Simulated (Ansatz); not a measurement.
Ti3Se:

```xyz
4
Lattice="3.1974 0.0000 0.0000 -1.5987 2.7691 0.0000 0.0000 0.0000 7.9427" Properties=species:S:1:pos:R:3 pbc="T T T"
Se    0.0000    0.0000    0.0000
Ti    1.5987    0.9230    3.9714
Ti    0.0000    1.8460    6.1390
Ti    0.0000    1.8460    1.8038
```

The cell comes from a database or a generator and needn't be the stable form of this composition.

Base run:

* Program: Ansatz 0.2.0
* Functional: PBEsol
* Potentials or basis: Ansatz PAW
* Cutoff: 420 eV
* Density cutoff: 1680 eV
* k mesh: 10 × 10 × 4
* Occupations: fermi-dirac, width 0.05 eV
* Spin: no spin polarisation
* Hubbard terms: Ti d U = 1 eV

Its results: band gap on the k mesh none (metal or under the smearing width); pressure -3.3 GPa; largest force 0.086 eV/Å.

Question: The run is repeated on the same cell with these changes: hubbard terms from Ti d U = 1 eV to none; hubbard projectors from ortho-atomic (the default) to none. What comes out?

Answer: Band gap on the k mesh none (metal or under the smearing width); pressure -4.5 GPa; largest force 0.098 eV/Å.

Caveats: the PAW data sets come from PBE, with cores solved anew for the run's functional, which leaves a small shift of forces and pressure; U without spin polarisation on a metal has little footing (some runs).

Not every run made on this cell is shown here.
